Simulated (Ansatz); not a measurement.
# CH3ClMgS: up Jacob's ladder to CCSD(T)

An exercise on one series of results from a longer session: the logs are not shown, and one member is left open.

The runs use Ansatz 0.2.0, Gaussian basis; functionals in def2-TZVPP, the program's frozen cores in correlated methods.

The runs, in order: LDA (SPW92), PBE-D4, revPBE-D4, BLYP-D4, r2SCAN-D4, B97M-V, PBE0-D4, B3LYP-D4, r2SCANh-D4, r2SCAN0-D4, HSE06-D4, BHLYP-D4, CAM-B3LYP-D4, LC-ωPBE, ωB97X-V, ωB97M-V, B2PLYP, PBE-QIDH; CCSD(T)/def2-SVP; CCSD(T)/def2-TZVPP; MP2/def2-QZVPP; extrapolation to the limit; RPA on PBE.

### The relaxed structure

All runs share one geometry, relaxed beforehand with PBE0-D4 in a triple-zeta def2 set.

7 atoms, charge 0, spin multiplicity 1.

Atoms are counted from 1 here; the program's logs count them from 0.

Bond lengths: C1–S2 1.828 Å, C1–H5 1.090 Å, C1–H6 1.090 Å, C1–H7 1.090 Å, S2–Mg3 2.275 Å, Mg3–Cl4 2.181 Å. Angles: S2–C1–H5 112.0°, S2–C1–H6 106.7°, S2–C1–H7 112.0°, H5–C1–H6 108.2°, H5–C1–H7 109.7°, H6–C1–H7 108.2°, C1–S2–Mg3 103.4°, S2–Mg3–Cl4 179.5°.

Set-up of the first run:

in.yaml reads:

```yaml
crystal:
  periodic: [false, false, false]
  atoms:
    - {symbol: C, position_ang: [-0.435328, 1.155438, -0.091971]}
    - {symbol: S, position_ang: [0.620326, 0.326386, 1.148831]}
    - {symbol: Mg, position_ang: [0.822532, -1.790114, 0.339709]}
    - {symbol: Cl, position_ang: [1.006461, -3.814741, -0.449246]}
    - {symbol: H, position_ang: [-1.418742, 0.692172, -0.165209]}
    - {symbol: H, position_ang: [-0.568075, 2.182618, 0.247050]}
    - {symbol: H, position_ang: [0.033927, 1.180140, -1.074963]}
basis:
  gaussian: {orbitals: def2-TZVPP}
hamiltonian: {xc: lda}
output: {orbitals: {seedname: orbitals}}
```

Steps of the session up to this table: LDA; PBE-D4 (GGA); revPBE-D4 (GGA); BLYP-D4 (GGA); r2SCAN-D4 (meta-GGA); B97M-V (meta-GGA); PBE0-D4 (hybrid); B3LYP-D4 (hybrid); r2SCANh-D4 (hybrid); r2SCAN0-D4 (hybrid); HSE06-D4 (hybrid); BHLYP-D4 (hybrid); CAM-B3LYP-D4 (range-separated); LC-ωPBE-D4 (range-separated; the results give it without D4); ωB97X-V (range-separated); ωB97M-V (range-separated); B2PLYP (double hybrid); PBE-QIDH (double hybrid).

One of the session's tables, all rows but one given; the rest of the session is left out.

It belongs to the step «Orbital energies across the functionals». 

| functional | HOMO (eV) | LUMO (eV) | gap (eV) |
| --- | --- | --- | --- |
| LDA (SPW92) | -5.78 | -2.44 | 3.33 |
| PBE-D4 | -5.64 | -2.19 | 3.45 |
| revPBE-D4 | -5.58 | -2.04 | 3.54 |
| BLYP-D4 | ? | ? | ? |
| r2SCAN-D4 | -5.87 | -1.77 | 4.10 |
| B97M-V | -5.92 | -2.11 | 3.81 |
| PBE0-D4 | -6.80 | -1.49 | 5.32 |
| B3LYP-D4 | -6.57 | -1.76 | 4.81 |
| r2SCANh-D4 | -6.30 | -1.56 | 4.74 |
| r2SCAN0-D4 | -6.95 | -1.25 | 5.70 |
| HSE06-D4 | -6.40 | -1.84 | 4.56 |
| BHLYP-D4 | -7.83 | -0.89 | 6.94 |
| CAM-B3LYP-D4 | -8.11 | -0.73 | 7.38 |
| LC-ωPBE | -9.48 | 0.39 | 9.87 |
| ωB97X-V | -9.13 | 0.22 | 9.35 |
| ωB97M-V | -8.98 | -0.12 | 8.86 |

**Question.** Estimate the row for BLYP-D4.

Worked estimate for «HOMO (eV)». Against the share of exact exchange, B3LYP-D4 (0.2, -6.57), BHLYP-D4 (0.5, -7.83) give a slope of -4.20 per unit share; at 0 the line stands at -5.73.

As computed: HOMO (eV): -5.48; LUMO (eV): -2.14; gap (eV): 3.34. In «HOMO (eV)» the line misses by -0.25.
